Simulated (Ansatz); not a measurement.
# NbTe: the cost of one run

Computed with Ansatz 0.2.0 (DFT PBE, scalar-relativistic, plane waves, PAW, unless a step's input says otherwise).

2 further runs of the same task are left out: 2 that didn't finish. Runs told in other sessions of the task aren't counted.

## (1) The structure to begin with

It takes space group Fm-3m (No. 225, cubic). Conventional cell: a = 5.755 Å, b = 5.755 Å, c = 5.755 Å, α = 90.00°, β = 90.00°, γ = 90.00°. Nb (site symmetry m-3m) has 6 Te at 2.88 Å in its first shell of neighbours. Te (site symmetry m-3m) has 6 Nb at 2.88 Å in its first shell of neighbours.

Coordinates:

```
CELL_PARAMETERS angstrom
0.00000 2.87746 2.87746
5.75492 2.87746 2.87746
5.75492 5.75492 0.00000
ATOMIC_POSITIONS crystal
Nb 0.50000 0.50000 0.00000
Te 0.00000 0.00000 0.00000
Nb 0.50000 0.50000 0.50000
Te 0.00000 0.00000 0.50000
```

This cell comes from an earlier session at PBE: 23.825 Å³/atom at 0.00 GPa, on a 10×10×5 mesh. The large moments point both ways and cancel.

The changes: atom 3 (Nb) moved 0.08 Å along x; atom 1 (Nb) moved 0.08 Å along x; strain e2 = +0.01, atoms carried along; strain e1 = +0.02, atoms carried along.

## (2) Atom 3 (Nb) moved 0.08 Å along x

input.yaml reads:

```yaml
crystal:
  lattice:
    - [0.0, 2.8774587932, 2.8774587932]
    - [5.7549175863, 2.8774587932, 2.8774587932]
    - [5.7549175863, 5.7549175865, -1.0e-10]
  atoms:
    - { symbol: Nb, position: [0.5, 0.5, 0.0], spin: 1.32 }
    - { symbol: Te, position: [0.0, 0.0, 0.0] }
    - { symbol: Nb, position: [0.4860988452, 0.5139011548, 0.5], spin: -1.32 }
    - { symbol: Te, position: [0.0, 0.0, 0.5] }
basis:
  ecutwfc: 420
  ecutrho_ratio: 4
kpoints:
  mp_grid: { grid: [10, 10, 5] }
hamiltonian:
  xc: pbe
scf:
  occupations: { method: gaussian, width: 0.05 }
  lower_state_search: "off"
output:
  forces: true
  stress: true
  eigenvalues: true
  populations: true
  write_density: true
  write_potential: true
  elf: true
  volumetric_format: npy
magnetization:
  spin_polarized: true
checkpoint:
  read: start.run
  write: ck
  compress: false
  write_wavefunctions: false
  write_every: 100000
```

start.run holds the converged state of the cell before the atoms were moved.

Command:

```console
ansatz run input.yaml --threads 2 --pin off --max-ram 2662MiB --backend cpu --events-out ev --progress --plain --runs-dir out
```

Q: Estimate wall time and peak memory on 2 threads of Arm Neoverse V2, shared host.

About 26 s, with a peak of 0.56 GiB.
